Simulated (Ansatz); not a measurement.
**CH₅InSn: up Jacob's ladder to CCSD(T)**

An exercise on one series of results from a longer session: the logs are not shown, and one member is left open.

Program: Ansatz 0.2.0, Gaussian basis. Level of theory: functionals in def2-TZVPP, the program's frozen cores in correlated methods. These are calculated values, not measurements.

Plan: LDA (SPW92), PBE-D4, revPBE-D4, BLYP-D4, r2SCAN-D4, B97M-V, PBE0-D4, B3LYP-D4, r2SCANh-D4, r2SCAN0-D4, HSE06-D4, BHLYP-D4, CAM-B3LYP-D4, LC-ωPBE, ωB97X-V, ωB97M-V, B2PLYP, PBE-QIDH; CCSD(T)/def2-SVP; CCSD(T)/def2-TZVPP; MP2/def2-QZVPP; extrapolation to the limit; RPA on PBE.

### The relaxed structure

An earlier PBE0-D4 in a triple-zeta def2 set relaxation fixed the geometry. In, Sn take the def2 core potential; no spin-orbit term is included.

8 atoms, charge 0, spin multiplicity 1.

Atoms are counted from 1 here; the program's logs count them from 0.

Bond lengths: C1–In2 2.151 Å, C1–Sn3 2.234 Å, C1–H4 1.091 Å, C1–H5 1.090 Å, In2–Sn3 2.732 Å, In2–H6 1.702 Å, Sn3–H7 1.716 Å, Sn3–H8 1.716 Å. Angles: In2–C1–Sn3 77.1°, In2–C1–H4 115.8°, In2–C1–H5 115.7°, Sn3–C1–H4 117.4°, Sn3–C1–H5 117.3°, H4–C1–H5 110.2°, C1–In2–Sn3 52.8°, C1–In2–H6 155.0°, Sn3–In2–H6 152.1°, C1–Sn3–In2 50.1°, C1–Sn3–H7 109.4°, C1–Sn3–H8 109.4°, In2–Sn3–H7 126.0°, In2–Sn3–H8 125.9°, H7–Sn3–H8 107.6°.

The first run:

Input file in.yaml:

```yaml
crystal:
  periodic: [false, false, false]
  atoms:
    - {symbol: C, position_ang: [-0.705165, 0.243441, -0.703915]}
    - {symbol: In, position_ang: [0.113765, 1.507838, 0.831710]}
    - {symbol: Sn, position_ang: [0.736933, -1.106500, 0.339343]}
    - {symbol: H, position_ang: [-1.766759, 0.011440, -0.612327]}
    - {symbol: H, position_ang: [-0.469710, 0.531575, -1.728959]}
    - {symbol: H, position_ang: [0.287803, 2.956850, 1.707683]}
    - {symbol: H, position_ang: [1.904453, -1.671441, -0.783492]}
    - {symbol: H, position_ang: [-0.101320, -2.473213, 0.949967]}
basis:
  gaussian: {orbitals: def2-TZVPP}
hamiltonian: {xc: lda}
output: {orbitals: {seedname: orbitals}}
```

Command:

```sh
ansatz run in.yaml --threads 2 --pin off --events-out ev --progress --plain --max-ram 4352MiB
```

Steps of the session up to this table: LDA; PBE-D4 (GGA); revPBE-D4 (GGA); BLYP-D4 (GGA); r2SCAN-D4 (meta-GGA); B97M-V (meta-GGA); B3LYP-D4 (hybrid); r2SCANh-D4 (hybrid); r2SCAN0-D4 (hybrid); HSE06-D4 (hybrid); BHLYP-D4 (hybrid); CAM-B3LYP-D4 (range-separated); LC-ωPBE (range-separated); ωB97X-V (range-separated); ωB97M-V (range-separated); B2PLYP (double hybrid); PBE-QIDH (double hybrid).

One table of the session follows, with a row left open; its other results are not shown here.

It belongs to the step «Orbital energies across the functionals». 

| functional | HOMO (eV) | LUMO (eV) | gap (eV) |
| --- | --- | --- | --- |
| LDA (SPW92) | -4.93 | -3.07 | 1.86 |
| PBE-D4 | -4.78 | -2.83 | 1.95 |
| revPBE-D4 | -4.72 | -2.72 | 2.00 |
| BLYP-D4 | -4.66 | -2.79 | 1.87 |
| r2SCAN-D4 | -4.96 | -2.61 | 2.35 |
| B97M-V | -4.95 | -2.85 | 2.10 |
| PBE0-D4 | -5.62 | -2.12 | 3.51 |
| B3LYP-D4 | -5.48 | -2.38 | 3.10 |
| r2SCANh-D4 | -5.27 | -2.36 | 2.91 |
| r2SCAN0-D4 | ? | ? | ? |
| HSE06-D4 | -5.24 | -2.48 | 2.77 |
| BHLYP-D4 | -6.36 | -1.46 | 4.90 |
| CAM-B3LYP-D4 | -6.74 | -1.29 | 5.45 |
| LC-ωPBE | -7.85 | -0.20 | 7.66 |
| ωB97X-V | -7.61 | -0.34 | 7.27 |
| ωB97M-V | -7.51 | -0.60 | 6.91 |

Estimate the missing values for r2SCAN0-D4.

Worked estimate for «HOMO (eV)». Against the share of exact exchange, r2SCAN-D4 (0, -4.96), r2SCANh-D4 (0.1, -5.27) give a slope of -3.10 per unit share; at 0.25 the line stands at -5.73.

As computed: HOMO (eV): -5.74; LUMO (eV): -1.99; gap (eV): 3.75. In «HOMO (eV)» the line misses by +0.01.
